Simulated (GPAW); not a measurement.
The system is Ge2Sb2Te5.

```xyz
9
Lattice="6.8391 -3.0660 0.0000 6.8391 3.0660 0.0000 -6.8310 0.0000 6.8476" Properties=species:S:1:pos:R:3 pbc="T T T"
Te    5.4948    0.0000    2.6461
Te    9.5385    0.0000    1.3429
Te    0.0699    0.0000    0.0441
Te   -2.7069    0.0000    5.5452
Te    1.3918    0.0000    4.0888
Sb    8.3181    0.0000    4.0255
Sb   -1.3207    0.0000    2.8579
Ge    2.6055    0.0000    1.2862
Ge    6.7274    0.0000    0.0756
```

The cell comes from a database or a generator and needn't be the stable form of this composition.

Base run:

```yaml
Program: GPAW 26.7.0
Functional: PBE
Potentials_or_basis: GPAW PAW data sets (gpaw-data 1.2.1)
Cutoff: 600 eV
Basis: pw
k_mesh: 4 × 4 × 3
Occupations: fermi-dirac, width 0.05 eV
Spin: no spin polarisation
```

Its results: band gap on the k mesh 0.06 eV, direct; pressure -0.4 GPa; largest force 0.157 eV/Å.

**Question.** The run is repeated on the same cell with these changes: functional from PBE to LDA; potentials or basis from GPAW PAW data sets (gpaw-data 1.2.1) to the program's PAW data sets (release 1.2.1) made for this functional. What comes out?

**Answer.** Band gap on the k mesh 0.07 eV, direct; pressure -3.8 GPa; largest force 0.200 eV/Å.

Caveats: spin-orbit coupling is left out, which moves the levels of the heavy elements.

Not every run made on this cell is shown here.
